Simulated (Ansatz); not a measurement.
# SrAl3 (AuCu3 type): a single-point run

Wanted: a converged single-point run for SrAl3 (AuCu3 type), and a check of what comes out. The structure is shown as the input types it.

Method: DFT PBE, scalar-relativistic, plane waves, PAW, in Ansatz 0.2.0.

## Step 1: The system as given

The structure is cubic, space group Pm-3m (No. 221). The conventional cell has a = 4.474 Å, b = 4.474 Å, c = 4.474 Å, α = 90.00°, β = 90.00°, γ = 90.00°. Around Sr (site symmetry m-3m) lie 12 Al at 3.16 Å. Al (site symmetry 4/mmm) has 4 Sr at 3.16 Å and 8 Al at 3.16 Å in its first shell of neighbours.

Coordinates:

```cif
data_structure
_symmetry_space_group_name_H-M 'P 1'
_symmetry_Int_Tables_number 1
_cell_length_a 4.4737
_cell_length_b 4.4737
_cell_length_c 4.4737
_cell_angle_alpha 90.000
_cell_angle_beta 90.000
_cell_angle_gamma 90.000
_cell_volume 89.54
loop_
_atom_site_label
_atom_site_type_symbol
_atom_site_fract_x
_atom_site_fract_y
_atom_site_fract_z
_atom_site_occupancy
Sr1 Sr 0.00000 0.00000 0.00000 1
Al1 Al 0.00000 0.50000 0.50000 1
Al2 Al 0.50000 0.50000 0.00000 1
Al3 Al 0.50000 0.00000 0.50000 1
```

## Step 2: Input and run

input.yaml

```yaml
crystal:
  lattice:
    - [4.4737020881, 0.0, 0.0]
    - [0.0, 4.4737020881, 0.0]
    - [0.0, 0.0, 4.4737020881]
  atoms:
    - { symbol: Sr, position: [0.0, 0.0, 0.0] }
    - { symbol: Al, position: [0.0, 0.5, 0.5] }
    - { symbol: Al, position: [0.5, 0.5, 0.0] }
    - { symbol: Al, position: [0.5, 0.0, 0.5] }
basis:
  ecutwfc: "80 eV"
  ecutrho_ratio: 4
kpoints:
  mp_grid: { grid: [8, 8, 8] }
hamiltonian:
  xc: pbe
scf:
  occupations: { method: gaussian, width: 0.05 }
  max_iter: 50
output:
  forces: true
  stress: true
```

The run is started by

```sh
> ansatz run input.yaml --threads 2 --pin off --max-ram 2662MiB --backend cpu --events-out ev --progress --plain --runs-dir out
```

What happens when this is run?

This run ends as converged, with warnings (cutoff below recommended). Its log warns: «basis.ecutwfc = 80 eV is below the records' recommended 420 eV ...»

Look at the input: basis.ecutwfc is 80 eV. The cutoff lies far under what these potentials need. The potentials' recommended cutoff is 420 eV.

To check: set basis.ecutwfc to 420.
